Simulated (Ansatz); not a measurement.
**CH4FInS: a ladder of functionals and wavefunction methods**

The task here is to estimate one member of a computed series from the others.

Program: Ansatz 0.2.0, Gaussian basis. Level of theory: functionals in def2-TZVPP, the program's frozen cores in correlated methods. These are calculated values, not measurements.

The runs, in order: LDA (SPW92), PBE-D4, revPBE-D4, BLYP-D4, r2SCAN-D4, B97M-V, PBE0-D4, B3LYP-D4, r2SCANh-D4, r2SCAN0-D4, HSE06-D4, BHLYP-D4, CAM-B3LYP-D4, LC-ωPBE, ωB97X-V, ωB97M-V, B2PLYP, PBE-QIDH; CCSD(T)/def2-SVP; CCSD(T)/def2-TZVPP; MP2/def2-QZVPP; extrapolation to the limit; RPA on PBE.

1 further run of the same task is left out (for a known fault of the program). Runs told in other sessions of the task aren't counted.

## The relaxed structure

All runs share one geometry, relaxed beforehand with PBE0-D4 in a triple-zeta def2 set. In takes the def2 core potential; no spin-orbit term is included.

SMILES `[CH3][In]([F])[SH]`, 8 atoms, charge 0, spin multiplicity 1.

Atoms are counted from 1 here; the program's logs count them from 0.

Bond lengths: C1–In2 2.125 Å, C1–H5 1.090 Å, C1–H6 1.089 Å, C1–H7 1.089 Å, In2–F3 1.963 Å, In2–S4 2.368 Å, S4–H8 1.345 Å. Angles: In2–C1–H5 109.4°, In2–C1–H6 110.0°, In2–C1–H7 108.5°, H5–C1–H6 109.1°, H5–C1–H7 109.7°, H6–C1–H7 110.1°, C1–In2–F3 116.7°, C1–In2–S4 136.2°, F3–In2–S4 107.2°, In2–S4–H8 91.1°.

As a file:

| atom | x (Å) | y (Å) | z (Å) |
| --- | --- | --- | --- |
| C1 | -0.8680 | 1.1895 | 0.5864 |
| In2 | 0.3740 | -0.3532 | -0.1841 |
| F3 | 2.3015 | 0.0137 | -0.2422 |
| S4 | 0.0518 | -2.5334 | -1.0495 |
| H5 | -1.4606 | 1.6155 | -0.2232 |
| H6 | -1.5387 | 0.7838 | 1.3430 |
| H7 | -0.2336 | 1.9595 | 1.0224 |
| H8 | 1.3736 | -2.6754 | -1.2527 |

The first run:

Input file in.yaml:

```yaml
crystal:
  periodic: [false, false, false]
  atoms:
    - {symbol: C, position_ang: [-0.868032, 1.189478, 0.586363]}
    - {symbol: In, position_ang: [0.373986, -0.353211, -0.184112]}
    - {symbol: F, position_ang: [2.301527, 0.013654, -0.242236]}
    - {symbol: S, position_ang: [0.051769, -2.533422, -1.049472]}
    - {symbol: H, position_ang: [-1.460594, 1.615527, -0.223204]}
    - {symbol: H, position_ang: [-1.538676, 0.783827, 1.342988]}
    - {symbol: H, position_ang: [-0.233559, 1.959533, 1.022368]}
    - {symbol: H, position_ang: [1.373578, -2.675365, -1.252696]}
basis:
  gaussian: {orbitals: def2-TZVPP}
hamiltonian: {xc: lda}
output: {orbitals: {seedname: orbitals}}
```

On the command line:

```sh
> ansatz run in.yaml --threads 4 --pin off --events-out ev --progress --plain --max-ram 10444MiB
```

Among the steps run: LDA; PBE-D4 (GGA); revPBE-D4 (GGA); BLYP-D4 (GGA); r2SCAN-D4 (meta-GGA); B97M-V (meta-GGA); PBE0-D4 (hybrid); B3LYP-D4 (hybrid); r2SCANh-D4 (hybrid); r2SCAN0-D4 (hybrid); HSE06-D4 (hybrid); BHLYP-D4 (hybrid); CAM-B3LYP-D4 (range-separated); LC-ωPBE (range-separated); ωB97X-V (range-separated); ωB97M-V (range-separated); B2PLYP (double hybrid); PBE-QIDH (double hybrid).

One of the session's tables, all rows but one given; the rest of the session is left out.

It belongs to the step «Orbital energies across the functionals». 

| functional | HOMO (eV) | gap (eV) |
| --- | --- | --- |
| LDA (SPW92) | -6.61 | 4.25 |
| PBE-D4 | -6.45 | 4.36 |
| revPBE-D4 | -6.38 | 4.41 |
| BLYP-D4 | -6.28 | 4.22 |
| r2SCAN-D4 | -6.73 | 4.91 |
| B97M-V | -6.78 | 4.83 |
| PBE0-D4 | -7.67 | 6.45 |
| B3LYP-D4 | -7.42 | 5.87 |
| r2SCANh-D4 | ? | ? |
| r2SCAN0-D4 | -7.86 | 6.80 |
| HSE06-D4 | -7.26 | 5.68 |
| BHLYP-D4 | -8.73 | 8.27 |
| CAM-B3LYP-D4 | -8.99 | 8.67 |
| LC-ωPBE | -10.40 | 11.22 |
| ωB97X-V | -10.02 | 10.71 |
| ωB97M-V | -9.86 | 10.24 |

Q: Estimate the row for r2SCANh-D4 from the others.

Worked estimate for «HOMO (eV)». Against the share of exact exchange, r2SCAN-D4 (0, -6.73), r2SCAN0-D4 (0.25, -7.86) give a slope of -4.52 per unit share; at 0.1 the line stands at -7.18.

The run gave: HOMO (eV): -7.18; gap (eV): 5.67. In «HOMO (eV)» the line misses by 0.00.
